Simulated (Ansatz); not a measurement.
## COSe, SMILES O=C=[Se]: an active-space calculation, step by step

Computed with Ansatz's Python interface.

Typed at the interpreter:
```pycon
>>> import ansatz as az
>>> GEOMETRY = """
... O    -0.85680    1.01230   -0.36740
... C    -0.13730    0.14260   -0.05670
... Se    0.98310   -1.21980    0.41090
... """
>>> mol = az.Crystal.molecule()
>>> for line in GEOMETRY.strip().splitlines():
...     symbol, *xyz = line.split()
...     mol = mol.atom(symbol, [float(v) for v in xyz])
...
>>> model = mol.calculation().basis(gaussian="def2-SVP").correlation(active_electrons=6, active_orbitals=6)
>>> for method in ["sc_nevpt2"]:
...     r = (model if method is None else model.correlation(method)).run().report
...     space = r["configurations"]
...     state = space["states"][0]
...     print(method or "casscf", f"total {r['free_energy_ev'] / 27.211386246:.6f} Ha, active-space state {state['energy']['hartree']:.6f} Ha, mean field {r['reference_energy_ev'] / 27.211386246:.6f} Ha")
...     print("  determinants", state["n_determinants"], " natural occupations", [round(n, 3) for n in space["natural_occupations"]])
...
Warning: the results are in doubt because another end's mean lies 1.521 eV lower, and its corrected mean 0.595 eV higher
RunWarning: the results are in doubt because another end's mean lies 1.521 eV lower, and its corrected mean 0.595 eV higher
sc_nevpt2 total -2512.709520 Ha, active-space state -2512.252305 Ha, mean field -2512.184879 Ha
  determinants 208  natural occupations [1.965, 1.965, 1.956, 0.039, 0.039, 0.037]
```

Total energies depend on the basis set; only differences at equal settings carry meaning. Warnings are shown shortened and without file and line. The geometry is a force-field or estimated start, not a minimum of this method, and the basis set is short of its limit. The active space starts as a window about the frontier orbitals and is then optimised, not chosen by chemistry. A lower CASSCF solution was found and passed over, so the printed active-space state isn't the lowest. Finished in 7.8 s on 1 thread of Arm Neoverse V1, with other jobs on the host, peak memory 0.18 GiB.

(Lines on the test bed's own set-up are left out of the output.)
